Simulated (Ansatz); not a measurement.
# EuCo2SiGe: how the settings move a calculation

Aim: see which settings change the result for EuCo2SiGe, by how much, and at what cost.

Program: Ansatz 0.2.0. Level of theory: reference: DFT PBEsol, scalar-relativistic, plane waves, PAW. These are calculated values, not measurements.

**1. The starting structure**

Symmetry: I4mm, No. 107, tetragonal system. Conventional cell: a = 3.975 Å, b = 3.975 Å, c = 10.275 Å, α = 90.00°, β = 90.00°, γ = 90.00°. Around Co (site symmetry 2mm) lie 2 Si at 2.28 Å and 2 Ge at 2.36 Å. Eu (site symmetry 4mm) has 4 Ge at 3.12 Å and 4 Si at 3.14 Å and 8 Co at 3.21 to 3.29 Å as nearest neighbours. Ge (site symmetry 4mm) is surrounded by 4 Co at 2.36 Å and 1 Si at 2.74 Å. Si (site symmetry 4mm) is surrounded by 4 Co at 2.28 Å and 1 Ge at 2.74 Å and 4 Eu at 3.14 Å.

Coordinates:

```cif
data_structure
_symmetry_space_group_name_H-M 'P 1'
_symmetry_Int_Tables_number 1
_cell_length_a 5.8560
_cell_length_b 5.8560
_cell_length_c 5.8560
_cell_angle_alpha 140.319
_cell_angle_beta 140.319
_cell_angle_gamma 57.369
_cell_volume 81.17
loop_
_atom_site_label
_atom_site_type_symbol
_atom_site_fract_x
_atom_site_fract_y
_atom_site_fract_z
_atom_site_occupancy
Co1 Co 0.75412 0.25412 0.50000 1
Co2 Co 0.25412 0.75412 0.50000 1
Eu1 Eu 0.99887 0.99887 0.00000 1
Ge1 Ge 0.62980 0.62980 0.00000 1
Si1 Si 0.36309 0.36309 0.00000 1
```

**2. The reference run**

The input, input.yaml:

```yaml
crystal:
  lattice:
    - [-1.98752931, 1.98752931, 5.13728511]
    - [1.98752931, -1.98752931, 5.13728511]
    - [1.98752931, 1.98752931, -5.13728511]
  atoms:
    - { symbol: Co, position: [0.754122, 0.254122, 0.5] }
    - { symbol: Co, position: [0.254122, 0.754122, 0.5] }
    - { symbol: Eu, position: [0.998872, 0.998872, 0.0], spin: 7.26 }
    - { symbol: Ge, position: [0.629798, 0.629798, 0.0] }
    - { symbol: Si, position: [0.363086, 0.363086, 0.0] }
basis:
  ecutwfc: 420
kpoints:
  mp_grid: { grid: [12, 12, 12] }
hamiltonian:
  xc: pbesol
scf:
  occupations: { method: gaussian, width: 0.05 }
  lower_state_search: "off"
output:
  forces: true
  stress: true
  eigenvalues: true
  populations: true
  hubbard: { sites: [{ species: Eu, l: f }] }
  write_density: true
  write_potential: true
  elf: true
  volumetric_format: npy
magnetization:
  spin_polarized: true
relax:
  adjacent_minimum: "off"
  f_tol: 0.005
  max_steps: 80
  cell: { stress_tol: 0.05 }
```

The run is started by

```sh
$ ansatz run input.yaml --threads 8 --pin off --max-ram 14336MiB --backend cpu --events-out ev --progress --plain --runs-dir out
```

Excerpt of the output:

```text
[...]
Basis set: ecut = 420 eV, 1589 PW (Γ), exchange–correlation on 80×80×80 points (8 copies of the dense FFT grid, shifted against one another)
[...]
Magnetic group: BNS 107.227 (UNI 887), of the structure as read, at distance tolerance 4.3e-5 Å
k-points: 163 of 1728 (time reversal used)
[...]
SCF iter   1: F=—  HF=-23728.085796 eV  |F-HF|=—  |Δ(HF+E_count)|=         —  Δρ=1.85e-1 (↑1.11e-1 ↓1.85e-1)  dr2=5.33e1  dr2_m=8.43e0  M=5.610 μB ∫|m|=5.644 μB  β_m=0.30  ethr=3.10e-3  ⟨swp⟩=5.9  Hψ=60488  notcnv=0  defer=17
preconditioner: auto → Kerker (q_TF=auto, 2.655 Å⁻¹)  [metal: Δε(μ)=0.001 eV  Ē_g=11.716 eV  σ=0.050 eV  W_gap=0.01  n_scr=32 (ndim 8)  ℏωp=29.4 eV  f_vac=0.000  D(μ)=25.45/eV (n_scr^D=576)]
[...]
SCF iter   2: F=—  HF=-23740.418793 eV  |F-HF|=—  |Δ(HF+E_count)|=    1.23e1  Δρ=6.74e-1 (↑3.80e-1 ↓6.74e-1)  dr2=8.83e2  dr2_m=2.83e1  M=0.582 μB ∫|m|=0.667 μB  β_m=0.30  ethr=3.10e-3  ⟨swp⟩=3.8  Hψ=38977  notcnv=0  defer=1053
[...]
relax step   1: F+E_penalty+E_count = -23728.64159678 eV  Δ(F+E_penalty+E_count) = +0.000e0 eV  max|allowed force component| = 2.807e-1 eV/Å  Δτ_max = 0.0000 Å  P = -6.645 GPa  Ω = 81.175 Å³  (24 SCF iters, dr2 threshold 1.00e-7 eV, accepted)
[...]
Basis set: ecut = 420 eV, 1541 PW (Γ), exchange–correlation on 80×80×80 points (8 copies of the dense FFT grid, shifted against one another)
[...]
relax step   2: F+E_penalty+E_count = -23728.73184590 eV  Δ(F+E_penalty+E_count) = -9.025e-2 eV  max|allowed force component| = 3.536e-1 eV/Å  Δτ_max = 0.0364 Å  P = -0.488 GPa  Ω = 76.561 Å³  energy of the carried Pulay correction = +2.538e-3 eV  (12 SCF iter
[...]
relax step   3: F+E_penalty+E_count = -23728.73833842 eV  Δ(F+E_penalty+E_count) = -6.493e-3 eV  max|allowed force component| = 1.274e-1 eV/Å  Δτ_max = 0.0177 Å  P = -0.335 GPa  Ω = 76.734 Å³  energy of the carried Pulay correction = +2.441e-3 eV  (9 SCF iters
[...]
relax step   4: F+E_penalty+E_count = -23728.73958390 eV  Δ(F+E_penalty+E_count) = -1.245e-3 eV  max|allowed force component| = 9.604e-3 eV/Å  Δτ_max = 0.0082 Å  P = +0.020 GPa  Ω = 76.685 Å³  energy of the carried Pulay correction = +2.469e-3 eV  (7 SCF iters
[...]
relax step   5: F+E_penalty+E_count = -23728.73959763 eV  Δ(F+E_penalty+E_count) = -1.373e-5 eV  max|allowed force component| = 6.369e-3 eV/Å  Δτ_max = 0.0019 Å  P = +0.002 GPa  Ω = 76.706 Å³  energy of the carried Pulay correction = +2.456e-3 eV  (8 SCF iters
[...]
relax step   6: F+E_penalty+E_count = -23728.73960029 eV  Δ(F+E_penalty+E_count) = -2.655e-6 eV  max|allowed force component| = 8.019e-4 eV/Å  Δτ_max = 0.0008 Å  P = -0.002 GPa  Ω = 76.708 Å³  energy of the carried Pulay correction = +2.455e-3 eV  (8 SCF iters
[...]
SCF iter  10: F=—  HF=-23728.737495 eV  |F-HF|=—  |Δ(HF+E_count)|=    0.00e0  Δρ=2.22e-7 (↑2.22e-7 ↓1.08e-7)  dr2=6.23e-11  dr2_m=4.41e-12  M=6.856 μB ∫|m|=6.948 μB  β_m=0.83  ethr=1.00e-12  ⟨swp⟩=2.4  Hψ=23556  notcnv=0
[...]
relax step   7: F+E_penalty+E_count = -23728.73749521 eV  Δ(F+E_penalty+E_count) = +2.105e-3 eV  max|allowed force component| = 1.276e-3 eV/Å  Δτ_max = 0.0000 Å  P = -0.020 GPa  Ω = 76.708 Å³  stress off target by 2.05e-2 GPa  SCF on the basis re-selected at t
[...]
SCF converged after 11 iterations
Magnetization: 6.8562 μB (37.9281 up, 31.0719 down)
[...]
Free energy (F): -23728.737495 eV
[...]
E sigma→0 (E₀):  -23728.735130 eV
[...]
Fermi energy:    14.847690 eV
[...]
  P = ⅓ Tr σ = -0.0199 GPa (-0.199 kbar)
[...]
--- Relaxed structure (6 steps of the walk, 6 accepted, 1 SCFs on fresh bases) ---
[...]
```

Run time: 89 s. Hardware: 8 threads of Intel Xeon 6975P-C (Granite Rapids), shared host; peak memory 1.3 GiB.

**3. Variant: dr2_threshold 1.0e-11**

The input, input.yaml:

```yaml
crystal:
  lattice:
    - [-1.9483366967, 1.9483366967, 5.0518726021]
    - [1.9483366967, -1.9483366967, 5.0518726021]
    - [1.9483366967, 1.9483366967, -5.0518726021]
  atoms:
    - { symbol: Co, position: [0.7542584842, 0.2542584842, 0.5] }
    - { symbol: Co, position: [0.2542584842, 0.7542584842, 0.5] }
    - { symbol: Eu, position: [0.9987089284, 0.9987089284, 0.0], spin: 7.26 }
    - { symbol: Ge, position: [0.6287630472, 0.6287630472, 0.0] }
    - { symbol: Si, position: [0.3640110558, 0.3640110558, 0.0] }
basis:
  ecutwfc: 420
kpoints:
  mp_grid: { grid: [12, 12, 12] }
hamiltonian:
  xc: pbesol
scf:
  occupations: { method: gaussian, width: 0.05 }
  lower_state_search: "off"
  convergence: { dr2_threshold: 1.0e-11 }
output:
  forces: true
  eigenvalues: true
  stress: true
magnetization:
  spin_polarized: true
```

The run is started by

```sh
$ ansatz run input.yaml --threads 8 --pin off --max-ram 14336MiB --backend cpu --events-out ev --progress --plain --runs-dir out
```

Output:

```text
Warning: RAYON_NUM_THREADS=8 ignored (pool sized by the plan → 8); use --threads N
basis.fft_grid_basis auto: the FFT boxes are laid along the combinations [[1, 0, 1], [0, 1, 1], [0, 0, 1]] of the cell's own vectors, 3.897, 3.897 and 5.754 Å long. The dense box has 27×27×40 points. Along the cell's own vectors, as sized, it would have 40×40×40, 2.19 times as many. Of the 8 symmetry operations that the crystal satisfies within crystal.symmetry.tolerance (time reversal apart; of a slab, those that keep its plane) the dense box along the cell's own vectors carries 8, and the one as laid loses 6 of those. basis.fft_grid_basis: typed keeps the cell's own vectors: state it where this run's energies or levels are differenced outside the engine with another run's, or held beside a run that keeps those vectors.
Engine: ansatz 0.2.0, x86_64-unknown-linux-gnu
Pseudopotentials: kind: paw
Pseudopotential: Co, paw, valence charge 17, recommended cutoff 420 eV (normal), Co.paw.azcp
Pseudopotential: Eu, paw, valence charge 17, recommended cutoff 420 eV (normal), Eu.paw.azcp
Pseudopotential: Ge, paw, valence charge 14, recommended cutoff 420 eV (normal), Ge.paw.azcp
Pseudopotential: Si, paw, valence charge 4, recommended cutoff 420 eV (normal), Si.paw.azcp
Functional definition: PBEsol
  exchange = pbesol_x
  correlation = pbesol_c
Crystal: 5 atoms, lattice volume = 76.708 Å³
Basis set: ecut = 420 eV, 1541 PW (Γ), FFT grids on a1+a3, a2+a3, a3, exchange–correlation on 54×54×80 points (8 copies of the dense FFT grid, shifted against one another)
Bands: 46, of which v1, the nominal top of the filled ones, is band 35 counted from 1 (34 counted from 0)
Symmetry: 8 space group operations
Space group: I4mm (ITA 107), of the structure as read, at distance tolerance 4.2e-5 Å
Magnetic group: BNS 107.227 (UNI 887), of the structure as read, at distance tolerance 4.2e-5 Å
k-points: 163 of 1728 (time reversal used)
Non-local potential: Co, projectors of the file, l = 0: 3, l = 1: 2, l = 2: 3, l = 3: 1
Non-local potential: Eu, projectors of the file, l = 0: 3, l = 1: 2, l = 2: 2, l = 3: 3
Non-local potential: Ge, projectors of the file, l = 0: 2, l = 1: 2, l = 2: 3, l = 3: 1
Non-local potential: Si, projectors of the file, l = 0: 2, l = 1: 2, l = 2: 2
PAW form: soft (Blöchl's): semilocal exchange-correlation on the pseudo side does not see the compensation charge
PAW frozen core: Co, regenerated for the run's functional, and the local potential with it (the file was generated under x = pbe(κ = 0.804, μ = 0.2195149727645171), c = pbe(β = 0.06672455060314922))
PAW frozen core: Eu, regenerated for the run's functional, and the local potential with it (the file was generated under x = pbe(κ = 0.804, μ = 0.2195149727645171), c = pbe(β = 0.06672455060314922))
PAW frozen core: Ge, regenerated for the run's functional, and the local potential with it (the file was generated under x = pbe(κ = 0.804, μ = 0.2195149727645171), c = pbe(β = 0.06672455060314922))
PAW frozen core: Si, regenerated for the run's functional, and the local potential with it (the file was generated under x = pbe(κ = 0.804, μ = 0.2195149727645171), c = pbe(β = 0.06672455060314922))
PAW one-centre angular grid: Co, 590 points (default); XC on 64 Gauss nodes
PAW one-centre angular grid: Eu, 590 points (default); XC on 64 Gauss nodes
PAW one-centre angular grid: Ge, 590 points (default); XC on 64 Gauss nodes
PAW one-centre angular grid: Si, 110 points (default); XC on 64 Gauss nodes
Initial density: superposition of atomic densities (chi_scale 0.1, normalization cell)
Starting moments: Σ|m| = 7.26 μB on 1 of 5 sites
Initial wavefunctions: pseudopotential atomic-orbital guess
Functional: x = pbesol(κ = 0.804, μ = 0.12345679012345678), c = pbesol(β = 0.046)
SCF iter   1: F=—  HF=-23728.226112 eV  |F-HF|=—  |Δ(HF+E_count)|=         —  Δρ=1.89e-1 (↑1.16e-1 ↓1.89e-1)  dr2=6.36e1  dr2_m=6.47e0  M=5.326 μB ∫|m|=5.356 μB  β_m=0.30  ethr=3.10e-3  ⟨swp⟩=5.9  Hψ=61272  notcnv=0  defer=21
preconditioner: auto → Kerker (q_TF=auto, 2.681 Å⁻¹)  [metal: Δε(μ)=0.001 eV  Ē_g=11.916 eV  σ=0.050 eV  W_gap=0.01  n_scr=32 (ndim 8)  ℏωp=30.3 eV  f_vac=0.000  D(μ)=25.97/eV (n_scr^D=616)]
spin=Collinear: Kerker preconditioning applied to the charge; magnetization (m = ρ↑ − ρ↓) channel mixes plain (no charge-response kernel on spin).
SCF iter   2: F=—  HF=-23746.906072 eV  |F-HF|=—  |Δ(HF+E_count)|=    1.87e1  Δρ=7.05e-1 (↑4.02e-1 ↓7.05e-1)  dr2=9.19e2  dr2_m=2.80e1  M=0.541 μB ∫|m|=0.626 μB  β_m=0.30  ethr=3.10e-3  ⟨swp⟩=3.9  Hψ=41270  notcnv=0  defer=1043
SCF iter   3: F=—  HF=-23727.802600 eV  |F-HF|=—  |Δ(HF+E_count)|=    1.91e1  Δρ=2.31e-1 (↑7.10e-2 ↓2.31e-1)  dr2=5.88e1  dr2_m=1.03e1  M=4.819 μB ∫|m|=4.858 μB  β_m=1.00  ethr=3.10e-3  ⟨swp⟩=4.0  Hψ=36403  notcnv=0  defer=1368
SCF iter   4: F=—  HF=-23725.371104 eV  |F-HF|=—  |Δ(HF+E_count)|=    2.43e0  Δρ=1.47e-1 (↑1.47e-1 ↓1.11e-1)  dr2=1.95e0  dr2_m=1.15e1  M=6.903 μB ∫|m|=6.960 μB  β_m=1.00  ethr=3.10e-3  ⟨swp⟩=2.9  Hψ=29791  notcnv=0  defer=987
SCF iter   5: F=—  HF=-23722.380553 eV  |F-HF|=—  |Δ(HF+E_count)|=    2.99e0  Δρ=7.10e-2 (↑7.10e-2 ↓3.44e-2)  dr2=7.63e0  dr2_m=7.22e-1  M=7.155 μB ∫|m|=7.261 μB  β_m=1.00  ethr=2.82e-3  ⟨swp⟩=3.1  Hψ=30829  notcnv=0  defer=1055
SCF iter   6: F=—  HF=-23725.796148 eV  |F-HF|=—  |Δ(HF+E_count)|=    3.42e0  Δρ=5.62e-2 (↑5.62e-2 ↓1.62e-2)  dr2=3.35e0  dr2_m=4.30e-1  M=7.145 μB ∫|m|=7.239 μB  β_m=0.30  ethr=2.82e-3  ⟨swp⟩=2.3  Hψ=22963  notcnv=0  defer=1088
Mixer restart at iter 6: flushing history
spin-set hold released at iteration 6 (site moments contracting): the magnetisation degrees of freedom join the quasi-Newton model from the next iteration; the mixer history was flushed
SCF iter   7: F=—  HF=-23727.569363 eV  |F-HF|=—  |Δ(HF+E_count)|=    1.77e0  Δρ=1.29e-1 (↑1.29e-1 ↓3.74e-2)  dr2=1.54e1  dr2_m=2.89e0  M=5.900 μB ∫|m|=5.964 μB  β_m=0.25  ethr=2.82e-3  ⟨swp⟩=3.5  Hψ=30993  notcnv=0  defer=915
SCF iter   8: F=—  HF=-23728.090269 eV  |F-HF|=—  |Δ(HF+E_count)|=   5.21e-1  Δρ=6.34e-2 (↑6.34e-2 ↓2.70e-2)  dr2=5.13e0  dr2_m=4.61e-1  M=7.157 μB ∫|m|=7.248 μB  β_m=0.21  ethr=2.82e-3  ⟨swp⟩=3.5  Hψ=29083  notcnv=0  defer=824
SCF iter   9: F=—  HF=-23728.658067 eV  |F-HF|=—  |Δ(HF+E_count)|=   5.68e-1  Δρ=5.46e-2 (↑5.46e-2 ↓1.13e-2)  dr2=2.95e0  dr2_m=4.21e-1  M=7.142 μB ∫|m|=7.222 μB  β_m=0.20  ethr=2.82e-3  ⟨swp⟩=2.1  Hψ=19968  notcnv=0  defer=1018
[... 14 lines left out ...]
SCF iter  24: F=—  HF=-23728.737493 eV  |F-HF|=—  |Δ(HF+E_count)|=   5.27e-6  Δρ=1.57e-4 (↑1.57e-4 ↓8.70e-5)  dr2=2.69e-5  dr2_m=3.62e-6  M=6.857 μB ∫|m|=6.948 μB  β_m=0.57  ethr=1.35e-7  ⟨swp⟩=1.1  Hψ=14276  notcnv=0  defer=900
SCF iter  25: F=—  HF=-23728.737491 eV  |F-HF|=—  |Δ(HF+E_count)|=   1.62e-6  Δρ=1.55e-4 (↑1.55e-4 ↓3.50e-5)  dr2=2.36e-5  dr2_m=3.93e-6  M=6.857 μB ∫|m|=6.949 μB  β_m=0.54  ethr=3.89e-8  ⟨swp⟩=2.0  Hψ=17471  notcnv=0  defer=900
SCF iter  26: F=—  HF=-23728.737488 eV  |F-HF|=—  |Δ(HF+E_count)|=   3.58e-6  Δρ=6.67e-6 (↑6.67e-6 ↓5.62e-6)  dr2=1.34e-7  dr2_m=3.40e-9  M=6.856 μB ∫|m|=6.948 μB  β_m=0.53  ethr=3.43e-8  ⟨swp⟩=1.0  Hψ=14098  notcnv=0  defer=900
SCF iter  27: F=—  HF=-23728.737495 eV  |F-HF|=—  |Δ(HF+E_count)|=   7.49e-6  Δρ=9.67e-6 (↑9.67e-6 ↓3.07e-6)  dr2=1.11e-7  dr2_m=1.67e-8  M=6.856 μB ∫|m|=6.948 μB  β_m=0.53  ethr=1.94e-10  ⟨swp⟩=2.1  Hψ=21824  notcnv=0  defer=900
SCF iter  28: F=—  HF=-23728.737495 eV  |F-HF|=—  |Δ(HF+E_count)|=   4.41e-9  Δρ=2.92e-6 (↑2.92e-6 ↓1.34e-6)  dr2=1.69e-8  dr2_m=9.85e-10  M=6.856 μB ∫|m|=6.948 μB  β_m=0.52  ethr=1.61e-10  ⟨swp⟩=1.0  Hψ=14096  notcnv=0  defer=900
SCF iter  29: F=—  HF=-23728.737495 eV  |F-HF|=—  |Δ(HF+E_count)|=  8.88e-10  Δρ=8.32e-7 (↑8.32e-7 ↓5.42e-7)  dr2=1.59e-9  dr2_m=7.91e-11  M=6.856 μB ∫|m|=6.948 μB  β_m=0.72  ethr=2.45e-11  ⟨swp⟩=1.2  Hψ=14376  notcnv=0  defer=900
SCF iter  30: F=—  HF=-23728.737495 eV  |F-HF|=—  |Δ(HF+E_count)|=  3.64e-11  Δρ=1.17e-6 (↑1.17e-6 ↓1.24e-7)  dr2=1.08e-9  dr2_m=2.44e-10  M=6.856 μB ∫|m|=6.948 μB  β_m=0.72  ethr=2.31e-12  ⟨swp⟩=2.2  Hψ=21626  notcnv=0  defer=900
SCF iter  31: F=—  HF=-23728.737495 eV  |F-HF|=—  |Δ(HF+E_count)|=  1.46e-11  Δρ=9.22e-7 (↑9.22e-7 ↓1.44e-7)  dr2=7.47e-10  dr2_m=1.46e-10  M=6.856 μB ∫|m|=6.948 μB  β_m=0.49  ethr=1.56e-12  ⟨swp⟩=1.5  Hψ=15196  notcnv=0  defer=900
SCF iter  32: F=—  HF=-23728.737495 eV  |F-HF|=—  |Δ(HF+E_count)|=  2.18e-11  Δρ=3.99e-7 (↑3.99e-7 ↓7.79e-8)  dr2=1.47e-10  dr2_m=2.66e-11  M=6.856 μB ∫|m|=6.948 μB  β_m=0.75  ethr=1.08e-12  ⟨swp⟩=1.0  Hψ=14102  notcnv=0  defer=900
SCF iter  33: F=-23728.737495 eV  HF=-23728.737495 eV  |F-HF|=7.28e-12  |Δ(HF+E_count)|=  7.28e-12  Δρ=8.96e-8 (↑8.96e-8 ↓3.20e-8)  dr2=6.91e-12  dr2_m=1.38e-12  M=6.856 μB ∫|m|=6.948 μB  ethr=1.00e-12  ⟨swp⟩=12.5  Hψ=82149  notcnv=0
SCF 1 converged in 33 iterations: F = -23728.737495 eV  dr2 = 6.91e-12
SCF converged after 33 iterations
Magnetization: 6.8562 μB (37.9281 up, 31.0719 down)
Absolute magnetization: 6.9552 μB (∫|ρ↑−ρ↓|, with the PAW one-centre terms)
Spin contamination: 0.1045 ħ² per cell (⟨S²⟩ above its minimum at these occupations)
Per-site moments (μB) at R_I (Å): [(0.015242474580740697, 0.9247456749348401), (0.015242474580741011, 0.9247456749348401), (6.57150652526644, 1.259221115035752), (-0.005542132316644892, 0.9588982616893887), (-0.005976856967454712, 0.9247456749348401)]
Free energy (F): -23728.737495 eV
Harris-Foulkes:  -23728.737495 eV  (|F-HF|=7.28e-12)
Internal energy: -23728.732764 eV  (E = F + TS)
E sigma→0 (E₀):  -23728.735130 eV
Entropy (-TS):   -0.004731 eV (-0.946 meV/atom)
Fermi energy:    14.847688 eV
--- Per-component energies (eV) ---
  E_band       = -571.912756
  E_kinetic    = 1432.702966
  E_local      = -11252.965168  (includes V_loc(G=0)·N_el)
  E_nonlocal   = 1819.192632
  E_hartree    = 4836.287371
  E_xc         = -630.635956
  E_vxc        = -735.390828  (∫ρ·V_xc dr)
  E_paw        = -11724.895151  (= ΣΔE_a)
  E_vpaw       = -1508.027338  (= ΣTr[D̂ρ^β])
  E_aug_tail   = 0.000454  (compensation charges beyond the density's cutoff)
  E_ewald      = -8210.333079
  E_core_change = 1.913166  (= ΣΔE_core)
  E_smearing   = -0.004731  (= −TS)
  E_closure    = -0.000000  (closes the sum)
  Σ components = -23728.737495   (vs F -23728.737495, Δ=0.00e0)
--- Forces (eV/Å), atoms counted from 1 ---
  atom   1  Co    -0.00000000     0.00000000     0.00042332
  atom   2  Co     0.00000000    -0.00000000     0.00042332
  atom   3  Eu     0.00000000     0.00000000     0.00005488
  atom   4  Ge     0.00000000     0.00000000    -0.00127252
  atom   5  Si    -0.00000000     0.00000000     0.00037076
  max |Σ_I F_I| component: 2.53e-7 eV/Å
--- Stress (GPa, compression-positive) ---
       -0.020505       0.000000      -0.000000
        0.000000      -0.020505      -0.000000
       -0.000000      -0.000000      -0.018616
  P = ⅓ Tr σ = -0.0199 GPa (-0.199 kbar)
--- Band table (eV; the first three rows and the last of 326) ---
  k-point 0 ↑: bands = ["-79.6434", "-79.6334", "-43.1722", "-43.1722", "-43.1120", "-43.1120", "-42.9692", "-42.9574", "-26.0366", "-9.2170", "-9.2170", "-9.2073", "-9.1939", "-9.1703", "-4.7665", "-4.7334", "-4.7334", "3.7156", "7.6561", "9.2776", "11.7858", "11.7858", "12.0160", "12.2735", "12.9247", "12.9247", "13.4259", "13.8015", "14.0944", "14.1578", "14.1578", "14.4209", "14.4209", "14.5056", "14.5326", "14.5928", "14.6370", "14.6370", "14.6800", "14.7086", "17.8816", "17.8816", "18.7610", "19.6998", "20.0453", "20.4583"]
  k-point 1 ↑: bands = ["-79.6430", "-79.6338", "-43.1728", "-43.1682", "-43.1161", "-43.1115", "-42.9688", "-42.9578", "-26.0348", "-9.2174", "-9.2169", "-9.2067", "-9.1932", "-9.1710", "-4.7623", "-4.7583", "-4.7507", "3.8652", "7.6243", "9.4151", "11.5602", "11.8149", "12.1065", "12.2563", "12.5118", "13.0432", "13.4897", "13.7657", "13.9813", "14.0180", "14.1181", "14.4343", "14.4460", "14.4968", "14.5250", "14.6025", "14.6433", "14.6800", "14.7016", "14.8702", "16.8272", "18.1195", "19.3275", "19.7775", "20.1624", "20.2348"]
  k-point 2 ↑: bands = ["-79.6421", "-79.6346", "-43.1745", "-43.1575", "-43.1270", "-43.1101", "-42.9677", "-42.9588", "-26.0301", "-9.2186", "-9.2170", "-9.2052", "-9.1911", "-9.1729", "-4.8243", "-4.7976", "-4.7460", "4.2739", "7.5611", "9.7361", "11.1305", "11.6753", "11.9317", "12.2376", "12.2901", "13.2045", "13.4784", "13.6366", "13.8013", "13.8542", "14.0098", "14.4534", "14.4778", "14.4951", "14.5611", "14.6270", "14.6696", "14.6853", "14.7310", "15.0510", "15.8247", "18.7531", "19.2698", "19.6804", "20.1789", "20.9259"]
  k-point 162 ↓: bands = ["-79.6235", "-79.6136", "-43.1365", "-43.1365", "-43.0754", "-43.0754", "-42.9843", "-42.9725", "-23.1039", "-9.2177", "-9.2177", "-9.2090", "-9.1937", "-9.1711", "-2.7238", "-2.5398", "-2.5398", "4.9916", "5.6595", "10.4670", "11.7336", "11.7336", "12.0824", "12.3393", "12.8530", "12.8530", "12.9438", "14.1296", "14.7077", "14.7077", "14.7431", "15.3177", "16.2378", "17.6271", "18.4195", "18.5718", "18.5718", "18.7056", "18.7056", "19.0648", "19.3396", "19.3396", "19.3597", "19.5304", "19.7370", "21.1636"]
```

It took 19 s on 8 threads of Intel Xeon 6975P-C (Granite Rapids), shared host; peak memory 1.1 GiB.

The changed convergence setting doesn't alter the result here (within 0.5 meV/atom).

**4. Comparison**

```tsv
run	ending	energy change	pressure (GPa)	gap (eV)	abs. moment (μB)	force (eV/Å)	cycles	time
reference	converged	0	0.0	0.00	6.96	0.00	-	89 s
1: dr2_threshold 1.0e-11	converged	0.0 meV/atom	0.0	0.00	6.96	0.00	33	19 s
```

Times don't compare one to one where runs were asked for different outputs or read a saved state (see the inputs); cycles may leave out searches for a lower state.

With the changed convergence setting the energy agrees within 0.5 meV/atom.
